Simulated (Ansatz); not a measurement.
The system is Ba2Tl5V3O12.

```
Ba V Tl O
1.0
     6.54548    0.00000    0.00000
     0.00000    6.54548    0.00000
     0.00000    0.00000   13.57484
Ba V Tl O
2 3 5 12
Direct
  0.50000 0.00000 0.56322
  0.00000 0.50000 0.43678
  0.00000 0.00000 0.50000
  0.00000 0.00000 0.00000
  0.50000 0.50000 0.50000
  0.50000 0.00000 0.02980
  0.00000 0.50000 0.68840
  0.00000 0.50000 0.97020
  0.50000 0.00000 0.31160
  0.50000 0.50000 0.00000
  0.81622 0.88853 0.42632
  0.88853 0.18378 0.57368
  0.11147 0.81622 0.57368
  0.18378 0.11147 0.42632
  0.82276 0.85849 0.93300
  0.85849 0.17724 0.06700
  0.14151 0.82276 0.06700
  0.17724 0.14151 0.93300
  0.68323 0.61113 0.57410
  0.61113 0.31677 0.42590
  0.38887 0.68323 0.42590
  0.31677 0.38887 0.57410
```

The cell was built by a generator and needn't be a form met in nature.

| Item | Value |
| --- | --- |
| Program | Ansatz 0.2.0 |
| Task | relaxation of cell and atoms |
| Functional | RPBE |
| Potentials or basis | Ansatz PAW |
| Cutoff | 420 eV (not typed: the program's choice for these potentials) |
| k mesh | 3 × 3 × 2 |
| Occupations | fermi-dirac, width 0.05 eV |
| Spin | collinear spin, ferromagnetic start |
| Starting moments | [0.0, 0.0, 2.0, 2.0, 2.0, 0.0, 0.0, 0.0, 0.0, 0.0, 0.0, 0.0, 0.0, 0.0, 0.0, 0.0, 0.0, 0.0, 0.0, 0.0, 0.0, 0.0] μB |

At the start: volume 26.44 Å³/atom.

Q: Where does the relaxation end?

A: It ends after 26 steps and the volume is 30.28 Å³/atom (+14.5 %); space group P-4 (No. 81, to 0.05 Å); moment 0.00 μB per cell.

Step by step:
```tsv
step	energy change (eV)	largest force (eV/Å)	volume (Å³)
1	0.0000	0.2488	581.59
2	-0.0436	0.2696	616.90
3	-0.0856	0.0611	612.94
4	-0.0880	0.0113	614.94
5	-0.0894	0.0051	614.22
6	-0.0896	0.0037	614.17
7	-0.0895	0.0017	614.31
8	-0.1511	0.0012	614.31
9	-0.1398	0.0731	627.19
10	-0.1297	0.0954	634.34
11	-0.1345	0.0106	632.55
12	-0.1339	0.0027	632.96
13	-0.1671	0.0030	632.96
14	-0.1595	0.0102	641.48
15	-0.1508	0.0259	647.42
16	-0.1519	0.0008	646.93
17	-0.1763	0.0009	646.93
18	-0.1685	0.0106	654.39
19	-0.1633	0.0203	658.02
20	-0.1633	0.0203	658.03
21	-0.1643	0.0180	657.40
22	-0.1640	0.0008	657.62
23	-0.1804	0.0007	657.62
24	-0.1758	0.0026	661.91
25	-0.1703	0.0028	666.15
26	-0.1824	0.0029	666.15
```

Final structure:
```
CELL_PARAMETERS angstrom
6.66284 0.00000 0.00000
0.00000 6.66284 0.00000
0.00000 0.00000 15.00559
ATOMIC_POSITIONS crystal
Ba 0.50000 0.00000 0.55474
Ba 0.00000 0.50000 0.44526
V 0.00000 0.00000 0.50000
V 0.00000 0.00000 0.00000
V 0.50000 0.50000 0.50000
Tl 0.50000 0.00000 0.02631
Tl 0.00000 0.50000 0.67495
Tl 0.00000 0.50000 0.97369
Tl 0.50000 0.00000 0.32505
Tl 0.50000 0.50000 0.00000
O 0.81974 0.88895 0.43266
O 0.88895 0.18026 0.56734
O 0.11105 0.81974 0.56734
O 0.18026 0.11105 0.43266
O 0.82630 0.85912 0.93888
O 0.85912 0.17370 0.06112
O 0.14088 0.82630 0.06112
O 0.17370 0.14088 0.93888
O 0.67984 0.61095 0.56760
O 0.61095 0.32016 0.43240
O 0.38905 0.67984 0.43240
O 0.32016 0.38905 0.56760
```

Caveat: the plane-wave basis is chosen anew once the cell has moved, so the energies of steps on either side of that aren't comparable; the PAW data sets come from PBE, with cores solved anew for the run's functional, which leaves a small shift of forces and pressure; the starting moments weren't kept.
